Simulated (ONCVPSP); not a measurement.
# Pseudopotential generation for hafnium: ONCV, LDA (Perdew-Wang 92)

Task: generate the file, and judge it by its errors in other configurations, its logarithmic derivatives, its ghosts and its cutoff.

Method: ONCVPSP 4.0.1.1 (patched build), LDA (Perdew-Wang 92), scalar-relativistic.

### Step 1. Settings

The settings as typed:

- element: hafnium (Hf, Z = 72)
- type: optimised norm-conserving Vanderbilt (ONCV)
- frozen core: [Kr] 4d10
- valence charge: 26
- reference configuration: 4f14 5s2 5p6 5d2 6s1.75 6p0.25
- partial waves: 5s+6s: rc 1.60 bohr, ncon 5, nbas 8, qcut 7.3 1/bohr, 3 projectors, debl 2.2 Ha; 5p+6p: rc 2.40 bohr, ncon 3, nbas 8, qcut 6.8 1/bohr, 2 projectors; 5d: rc 2.20 bohr, ncon 4, nbas 8, qcut 4.2 1/bohr, 2 projectors, debl 2.5 Ha; 4f: rc 0.60 bohr, ncon 4, nbas 7, qcut 16.6 1/bohr, 2 projectors, debl 3.5 Ha
- local potential: polynomial inside 0.45 bohr (lpopt 5, dvloc0 3 Ha)
- core correction: not asked for

An earlier all-electron run gives the scale for the radii.

All-electron outer shells of the reference configuration (LDA (PZ), scalar-relativistic, ld1.x):

| shell | level (eV) | outermost node (bohr) | outermost maximum (bohr) |
| --- | --- | --- | --- |
| 4p | -378.74 | 0.25 | 0.46 |
| 4d | -206.85 | 0.23 | 0.47 |
| 5s | -67.55 | 0.55 | 1.01 |
| 5p | -36.09 | 0.60 | 1.16 |
| 4f | -17.42 | – | 0.45 |
| 6s | -5.52 | 1.37 | 2.85 |
| 5d | -3.19 | 0.67 | 1.69 |
| 6p | -1.66 | 1.66 | 4.00 |

### Step 2. The generation run

Contents of Hf.dat:

```
# ATOM AND REFERENCE CONFIGURATION
# atsym  z   nc   nv     iexc    psfile
  Hf 72.00    9    6  -001012      upf
#
#   n    l    f
    1    0    2.00
    2    0    2.00
    2    1    6.00
    3    0    2.00
    3    1    6.00
    3    2   10.00
    4    0    2.00
    4    1    6.00
    4    2   10.00
    4    3   14.00
    5    0    2.00
    5    1    6.00
    5    2    2.00
    6    0    1.75
    6    1    0.25
#
# PSEUDOPOTENTIAL AND OPTIMIZATION
# lmax
    3
#
#   l,   rc,      ep,       ncon, nbas, qcut
    0    1.60    0.00    5    8    7.30
    1    2.40    0.00    3    8    6.80
    2    2.20    0.00    4    8    4.20
    3    0.60    0.00    4    7   16.60
#
# LOCAL POTENTIAL
# lloc, lpopt,  rc(5),   dvloc0
    4    5    0.45    3.00
#
# VANDERBILT-KLEINMAN-BYLANDER PROJECTORs
# l, nproj, debl
    0    3    2.20
    1    2    2.80
    2    2    2.50
    3    2    3.50
#
# MODEL CORE CHARGE
# icmod, fcfact, rcfact
    0    0.00    0.00
#
# LOG DERIVATIVE ANALYSIS
# epsh1, epsh2, depsh
   -4.00    5.00    0.02
#
# OUTPUT GRID
# rlmax, drl
    6.00    0.01
#
# TEST CONFIGURATIONS
# ncnf
    4
# nvcnf
#   n    l    f
    6
    4    3   14.00
    5    0    2.00
    5    1    6.00
    5    2    2.00
    6    0    2.00
    6    1    0.00
#
    6
    4    3   14.00
    5    0    2.00
    5    1    6.00
    5    2    2.00
    6    0    1.00
    6    1    0.00
#
    6
    4    3   14.00
    5    0    2.00
    5    1    6.00
    5    2    2.00
    6    0    0.00
    6    1    0.00
#
    6
    4    3   14.00
    5    0    2.00
    5    1    6.00
    5    2    2.00
    6    0    1.50
    6    1    0.00
#
```

The run is started by

```
$ oncvpsp.x < Hf.dat > Hf.out
```

What does the calculation give? Wanted: cutoffs for 1 and 0.1 mHa per electron, occupied waves; bound ghosts; GHOST(+) flags; largest miss of a reference level; largest test error; largest phase difference near zero energy, channels read.

The runs gave:

| quantity | value |
| --- | --- |
| cutoffs for 1 and 0.1 mHa per electron, occupied waves | 618 Ha and 955 Ha |
| bound ghosts | s at -1956.73 eV, p at -785.54 eV, d at -348.28 eV |
| GHOST(+) flags | s at 176 eV, f at 6247 eV |
| largest miss of a reference level | 21 meV (4f) |
| largest test error (AE − PS) | -6.5 meV, for 4f14 5s2 5p6 5d2 6s0 6p0 |
| largest phase difference near zero energy, channels read | 0.000 rad |

**Reading.** It has a bound ghost (s, p, d), a state that the atom doesn't have, and that rules the file out. The worst unpolarised test, 4f14 5s2 5p6 5d2 6s0 6p0, is off by 6.5 meV on 21.7 eV; by total energies transferability rates as good. Atomic tests can pass in spite of a ghost, since they solve only for the levels asked. The potential is very hard: the looser tolerance needs 618 Ha. The 4f wave sets it; 5s needs 23 Ha. Near zero energy the phases of the channels with partial waves agree within 0.001 rad. The program also flags highly localised states, GHOST(+) (s, f). All of this concerns the isolated atom, not yet a solid.
